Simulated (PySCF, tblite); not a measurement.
**C₂H₉FSSi₂: geometry, infrared bands and NMR shifts**

What infrared bands and NMR shifts should C₂H₉FSSi₂ (`FC[C@H]([SiH3])[SiH2]S`) show?

Programs: tblite 0.8.0 and PySCF 2.14.0, with density-fitted response routines of our own. Each step states its level of theory. These are calculated values for one molecule in the gas phase, unless marked as measured. Atoms are numbered from 0 throughout.

## 1. The starting structure

15 atoms, charge 0, multiplicity 1; geometry from: force field or distance geometry start.

Bonds of the start (Å): F0–C1 1.37, C1–C2 1.53, C2–Si3 1.89, C2–Si4 1.86, Si4–S5 2.14, C1–H6 1.09, C1–H7 1.12, C2–H8 1.10, Si3–H9 1.48, Si3–H10 1.47, Si3–H11 1.44, Si4–H12 1.47, Si4–H13 1.46, S5–H14 1.39.

## 2. Geometry optimisation with GFN2-xTB

Job settings and geometry (Å):

```
{"job": {"kind": "relax", "xc": "GFN2-xTB", "basis": "xTB"}, "charge": 0, "multiplicity": 1}
F     -1.355600    -0.523500    -1.795500
C     -1.381300    -1.032700    -0.524700
C     -0.384400    -0.243600     0.328500
Si    -0.858100     1.582500     0.382100
Si     1.326800    -0.280500    -0.401600
S      2.691100    -0.244500     1.243800
H     -1.185900    -2.107200    -0.522100
H     -2.387200    -0.845200    -0.069500
H     -0.378000    -0.622100     1.365000
H     -1.989500     1.811200     1.305900
H      0.344900     2.284900     0.866100
H     -1.123300     1.992100    -0.976700
H      1.554400     0.960800    -1.151800
H      1.526900    -1.422900    -1.289600
H      3.594700    -1.301200     1.218100
```

The run is started by

```sh
> OMP_NUM_THREADS=1 python probes_run.py task.json out
```

This one command runs all jobs of the session in turn.

The program printed:

```text
step      E/eV     max force
  0    -552.75733    1.611
  1    -552.86200    0.839
  2    -552.91414    0.457
  3    -552.93955    0.525
  4    -552.97526    0.417
  5    -552.99026    0.318
  6    -553.00869    0.324
  7    -553.03021    0.456
  8    -553.05218    0.504
  9    -553.06901    0.301
 10    -553.07814    0.188
 11    -553.08385    0.241
 12    -553.09047    0.259
 13    -553.09591    0.192
 14    -553.10103    0.163
 15    -553.10640    0.233
 16    -553.11132    0.262
 17    -553.11467    0.175
 18    -553.11668    0.105
 19    -553.11846    0.103
 20    -553.12107    0.175
 21    -553.12446    0.231
 22    -553.12753    0.197
 23    -553.12956    0.111
 24    -553.13109    0.093
 25    -553.13288    0.152
 26    -553.13529    0.179
 27    -553.13791    0.139
 28    -553.13992    0.095
 29    -553.14129    0.091
 30    -553.14235    0.091
 31    -553.14324    0.085
 32    -553.14399    0.060
 33    -553.14463    0.067
 34    -553.14520    0.062
 35    -553.14578    0.064
 36    -553.14643    0.069
 37    -553.14727    0.091
 38    -553.14837    0.092
 39    -553.14958    0.084
 40    -553.15064    0.078
 41    -553.15159    0.072
 42    -553.15248    0.066
 43    -553.15345    0.093
 44    -553.15487    0.118
 45    -553.15680    0.104
 46    -553.15915    0.121
 47    -553.16175    0.119
 48    -553.16422    0.130
 49    -553.16626    0.135
 50    -553.16804    0.122
 51    -553.16954    0.138
 52    -553.16974    0.189
 53    -553.17187    0.135
 54    -553.17345    0.117
 55    -553.17681    0.170
 56    -553.17989    0.163
 57    -553.18309    0.182
 58    -553.18498    0.070
 59    -553.18609    0.170
 60    -553.18708    0.097
 61    -553.18861    0.070
 62    -553.18972    0.066
 63    -553.19097    0.065
 64    -553.19197    0.074
 65    -553.19307    0.080
 66    -553.19407    0.128
 67    -553.19507    0.063
 68    -553.19634    0.140
 69    -553.19763    0.088
 70    -553.19920    0.067
 71    -553.19977    0.057
 72    -553.20052    0.061
 73    -553.20090    0.052
 74    -553.20118    0.035
 75    -553.20141    0.038
 76    -553.20166    0.043
 77    -553.20194    0.045
 78    -553.20219    0.032
 79    -553.20236    0.026
 80    -553.20246    0.025
 81    -553.20253    0.024
 82    -553.20262    0.025
 83    -553.20274    0.025
 84    -553.20286    0.027
 85    -553.20295    0.026
 86    -553.20302    0.025
 87    -553.20310    0.025
 88    -553.20320    0.023
 89    -553.20328    0.018
 90    -553.20332    0.015
 91    -553.20335    0.014
 92    -553.20339    0.018
 93    -553.20347    0.027
 94    -553.20360    0.030
 95    -553.20374    0.022
 96    -553.20381    0.013
 97    -553.20384    0.011
 98    -553.20386    0.011
 99    -553.20389    0.014
100    -553.20396    0.020
101    -553.20405    0.019
102    -553.20412    0.014
103    -553.20415    0.013
104    -553.20417    0.011
105    -553.20421    0.017
106    -553.20427    0.021
107    -553.20435    0.018
108    -553.20442    0.016
109    -553.20446    0.013
110    -553.20448    0.012
111    -553.20451    0.016
112    -553.20457    0.018
113    -553.20465    0.019
114    -553.20472    0.015
115    -553.20474    0.011
116    -553.20476    0.009
```

It took 0.67 s on 1 thread of Arm Neoverse V2, shared host.

The steps of the relaxation: (not every step is listed)

| step | energy from step 0 (eV) | largest force (eV/Å) |
| --- | --- | --- |
| 0 | 0.0000 | 1.6112 |
| 1 | -0.1047 | 0.8390 |
| 2 | -0.1568 | 0.4572 |
| 3 | -0.1822 | 0.5253 |
| 4 | -0.2179 | 0.4174 |
| 5 | -0.2329 | 0.3179 |
| 6 | -0.2514 | 0.3244 |
| 7 | -0.2729 | 0.4562 |
| 8 | -0.2948 | 0.5039 |
| 18 | -0.3593 | 0.1045 |
| 28 | -0.3826 | 0.0945 |
| 38 | -0.3910 | 0.0924 |
| 48 | -0.4069 | 0.1302 |
| 58 | -0.4276 | 0.0705 |
| 68 | -0.4390 | 0.1396 |
| 78 | -0.4449 | 0.0322 |
| 88 | -0.4459 | 0.0227 |
| 98 | -0.4465 | 0.0114 |
| 108 | -0.4471 | 0.0158 |
| 111 | -0.4472 | 0.0158 |
| 112 | -0.4472 | 0.0185 |
| 113 | -0.4473 | 0.0188 |
| 114 | -0.4474 | 0.0154 |
| 115 | -0.4474 | 0.0110 |
| 116 | -0.4474 | 0.0091 |

Close pairs (by a distance rule), those that changed most:

| bond | before (Å) | after (Å) | change (Å) |
| --- | --- | --- | --- |
| S5–H14 | 1.391 | 1.322 | -0.068 |
| C2–Si4 | 1.861 | 1.898 | +0.037 |
| C2–Si3 | 1.887 | 1.919 | +0.032 |
| C1–H7 | 1.120 | 1.096 | -0.024 |
| Si3–H11 | 1.444 | 1.461 | +0.017 |
| Si3–H10 | 1.475 | 1.459 | -0.015 |
| Si4–S5 | 2.138 | 2.153 | +0.015 |
| C1–C2 | 1.531 | 1.517 | -0.014 |

The final coordinates are the input of the step that follows.

## 3. Infrared spectrum with GFN2-xTB

Job settings and geometry (Å):

```
{"job": {"kind": "ir", "xc": "GFN2-xTB", "basis": "xTB"}, "charge": 0, "multiplicity": 1}
F     -1.328564    -0.427891    -1.864184
C     -1.444675    -0.906585    -0.577946
C     -0.418208    -0.251714     0.327179
Si    -0.795426     1.616893     0.549733
Si     1.322157    -0.600803    -0.344611
S      2.685005     0.010128     1.206050
H     -1.305556    -1.991692    -0.646582
H     -2.471892    -0.692295    -0.262539
H     -0.514388    -0.728632     1.306512
H     -2.163818     1.719831     1.067543
H      0.153190     2.165239     1.513582
H     -0.691437     2.280945    -0.746947
H      1.643164     0.162222    -1.544367
H      1.536913    -2.033212    -0.559914
H      3.789122    -0.314444     0.554581
```

The program printed:

```text
mode    cm-1     km/mol
  1      40.7      6.64
  2      67.9      5.50
  3     100.7      3.97
  4     115.6      2.65
  5     139.1     23.80
  6     173.2      5.29
  7     195.1      2.61
  8     270.0      0.51
  9     454.1     53.49
 10     462.9     47.65
 11     502.3      7.25
 12     535.1     23.49
 13     566.4     22.26
 14     574.3     11.80
 15     674.0    119.10
 16     696.7    119.71
 17     722.8    241.43
 18     767.0    183.24
 19     774.0    152.75
 20     782.6    412.85
 21     784.9    255.72
 22     801.4     62.86
 23     956.0     78.53
 24    1003.0      0.42
 25    1083.4     60.10
 26    1104.3     81.47
 27    1208.7     40.43
 28    1230.6      0.33
 29    1336.6     15.78
 30    1475.0      0.92
 31    2241.6    362.10
 32    2250.9    259.68
 33    2296.0    135.69
 34    2308.5    239.17
 35    2315.8    327.95
 36    2482.0    102.59
 37    2921.2     44.31
 38    2934.6     31.08
 39    2941.7     45.94
```

It took 0.45 s on 1 thread of Arm Neoverse V2, shared host.

The strongest bands and the atoms that carry them (share of the mass-weighted mode):

| cm⁻¹ | km/mol | atoms |
| --- | --- | --- |
| 723 | 241.4 | H13 32 %, H12 24 %, H14 20 % |
| 767 | 183.2 | H10 50 %, H11 27 % |
| 783 | 412.9 | H10 20 %, C2 19 %, H9 15 %, Si3 13 % |
| 785 | 255.7 | H13 28 %, H12 26 %, H9 20 %, H11 11 % |
| 2242 | 362.1 | H9 91 % |
| 2251 | 259.7 | H13 88 % |
| 2308 | 239.2 | H10 94 % |
| 2316 | 327.9 | H12 86 % |

## 4. Nuclear shieldings: PBE0/pcSseg-1

Settings changed since step 3:

```diff
@@ -1,2 +1,2 @@
-{"job": {"kind": "ir", "xc": "GFN2-xTB", "basis": "xTB"}, "charge": 0, "multiplicity": 1}
+{"job": {"kind": "nmr", "xc": "PBE0", "basis": "pcSseg-1"}, "charge": 0, "multiplicity": 1}
 F     -1.328564    -0.427891    -1.864184
```

With the program's defaults for keys left out, this is: GIAO PBE0/pcSseg-1 NMR shielding, non-relativistic, gas phase.

The program printed:

```text
coarse grid: 13712 points
cycle   1  E = -1157.9323232693  dE =  3.181e-01  |g| = 5.126e-01  |ddm| = 3.384e+00
cycle   2  E = -1157.9098471477  dE =  2.248e-02  |g| = 6.600e-01  |ddm| = 9.631e-01
cycle   3  E = -1157.9843146249  dE = -7.447e-02  |g| = 5.544e-02  |ddm| = 5.323e-01
cycle   4  E = -1157.9847077040  dE = -3.931e-04  |g| = 2.747e-02  |ddm| = 6.484e-02
cycle   5  E = -1157.9848633905  dE = -1.557e-04  |g| = 5.333e-03  |ddm| = 3.093e-02
cycle   6  E = -1157.9848694512  dE = -6.061e-06  |g| = 2.258e-03  |ddm| = 7.202e-03
final grid: 117968 points
cycle   7  E = -1158.0273065833  dE = -2.182e-05  |g| = 9.490e-03  |ddm| = 2.543e-02
cycle   8  E = -1158.0272874960  dE =  1.909e-05  |g| = 1.322e-02  |ddm| = 2.111e-02
cycle   9  E = -1158.0273276831  dE = -4.019e-05  |g| = 1.007e-03  |ddm| = 1.188e-02
cycle  10  E = -1158.0273278485  dE = -1.654e-07  |g| = 2.292e-04  |ddm| = 1.153e-03
cycle  11  E = -1158.0273278579  dE = -9.430e-09  |g| = 5.761e-05  |ddm| = 2.800e-04
cycle  12  E = -1158.0273278586  dE = -6.980e-10  |g| = 1.800e-05  |ddm| = 6.581e-05
converged SCF energy = -1158.0273278586

GIAO shielding tensors (ppm)
atom      isotropic    diamagn.    paramagn.     s11        s22        s33       span
  0 F      407.149     475.417     -68.268    369.973    399.640    451.833     81.860
  1 C       98.967     241.669    -142.702     62.533     85.370    148.999     86.466
  2 C      174.276     256.776     -82.500    150.402    175.925    196.501     46.099
  3 Si     417.611     880.187    -462.576    382.006    411.471    459.356     77.351
  4 Si     372.928     879.558    -506.630    348.204    361.627    408.953     60.749
  5 S      774.148    1057.601    -283.453    666.377    695.335    960.734    294.357
  6 H       26.555      29.029      -2.474     22.121     26.511     31.032      8.912
  7 H       26.633      29.017      -2.385     22.328     26.385     31.184      8.856
  8 H       31.249      32.803      -1.553     27.308     28.952     37.488     10.180
  9 H       27.684      29.337      -1.653     24.232     25.267     33.554      9.323
 10 H       27.499      29.394      -1.895     22.785     27.748     31.965      9.179
 11 H       27.543      29.275      -1.732     24.233     26.045     32.350      8.117
 12 H       26.626      29.689      -3.063     22.587     25.923     31.369      8.782
 13 H       26.503      29.408      -2.905     21.982     25.544     31.982     10.000
 14 H       31.807      29.198       2.609     23.272     27.320     44.831     21.559
```

It took 20 s on 1 thread of Arm Neoverse V2, shared host; peak memory 0.76 GiB.

The references, computed at this level on geometries of the same kind, shield at (ppm): ¹H TMS 31.72, ¹³C TMS 186.9, ²⁹Si TMS 349.2, ¹⁹F CFCl3 170.9, ³³S CS2 504. Their shielding less the atom's gives the shift. The references are single molecules in the gas phase, so shifts against H2O, NH3, PH3, H3PO4 or CFCl3 are not on the usual liquid scales and can be off by tens of ppm. Atoms listed in one row are averaged.

| atoms | environment | σ (ppm) | δ (ppm) | δ scaled to CDCl3 |
| --- | --- | --- | --- | --- |
| C1 | sp3 CH2 bonded to F | 99.0 | 88.0 | 83.9 |
| C2 | sp3 CH bonded to 2 Si | 174.3 | 12.6 | 10.4 |
| H13 | hydrogen on a silicon bonded to C, S | 26.50 | 5.21 | – |
| H6 | hydrogen on an sp3 CH2 bonded to F | 26.55 | 5.16 | 4.97 |
| H12 | hydrogen on a silicon bonded to C, S | 26.63 | 5.09 | – |
| H7 | hydrogen on an sp3 CH2 bonded to F | 26.63 | 5.08 | 4.90 |
| H9, H10, H11 | hydrogen on a silicon bonded to C | 27.58 | 4.14 | – |
| H8 | hydrogen on an sp3 CH bonded to 2 Si | 31.25 | 0.47 | 0.55 |
| H14 | hydrogen on a sulfur bonded to Si | 31.81 | -0.09 | – |
| F0 | fluorine on an sp3 carbon | 407.1 | -236.2 | – |
| Si4 | silicon bonded to C, S, 2 H | 372.9 | -23.8 | – |
| Si3 | silicon bonded to C, 3 H | 417.6 | -68.5 | – |
| S5 | sulfur bonded to Si, H | 774 | -270 | – |

The scaled column applies a straight-line fit of computed shieldings to shifts measured in CDCl3, with any fitted terms for Cl, Br or S neighbours, and one for carbons that bear F (root-mean-square error 0.16 ppm for H, 1.9 ppm for C).

The run also stored atomic charges by several schemes (e):

| atoms | Mulliken | IAO | Hirshfeld | ESP fit |
| --- | --- | --- | --- | --- |
| F0 | -0.34 | -0.33 | -0.11 | -0.17 |
| C1 | 0.18 | 0.05 | 0.02 | -0.14 |
| C2 | -0.85 | -0.66 | -0.20 | -0.11 |
| Si3 | 0.51 | 0.59 | 0.31 | 0.33 |
| Si4 | 0.58 | 0.70 | 0.31 | 0.18 |
| S5 | -0.39 | -0.33 | -0.15 | -0.44 |

Mayer bond orders: F0–C1 0.86, C1–C2 1.03, C2–Si3 0.86, C2–Si4 0.88, Si4–S5 1.01.

## 5. Outcome

```
                                                              quantity                                          value
                             strongest single infrared mode (GFN2-xTB)                           783 cm⁻¹, 413 km/mol
                                          zero-point energy (GFN2-xTB)                                  60.5 kcal/mol
                                ¹³C shifts against TMS (PBE0/pcSseg-1)                                 88.0, 12.6 ppm
¹H shifts against TMS (PBE0/pcSseg-1, means over atoms taken as alike)  5.21, 5.16, 5.09, 5.08, 4.14, 0.47, -0.09 ppm
                              ¹⁹F shifts against CFCl3 (PBE0/pcSseg-1)                                     -236.2 ppm
                               ²⁹Si shifts against TMS (PBE0/pcSseg-1)                               -23.8, -68.5 ppm
                                ³³S shifts against CS2 (PBE0/pcSseg-1)                                       -270 ppm
```

**Reading.** The optimisation took 116 steps and gained 0.447 eV; among the close pairs (by a distance rule), S5–H14 changed most, from 1.391 to 1.322 Å. No mode is imaginary among the 39: a minimum at this level. GFN2-xTB is a fitted tight-binding method: band positions and strengths are rough. Its intensities can rank the bands wrongly. C1 (sp3 CH2 bonded to F) lies farthest downfield among carbon, at 88.0 ppm; pulled downfield by the heteroatom. At PBE0/pcSseg-1: The largest span, 294 ppm, is at S5, where the paramagnetic term is -283 ppm.
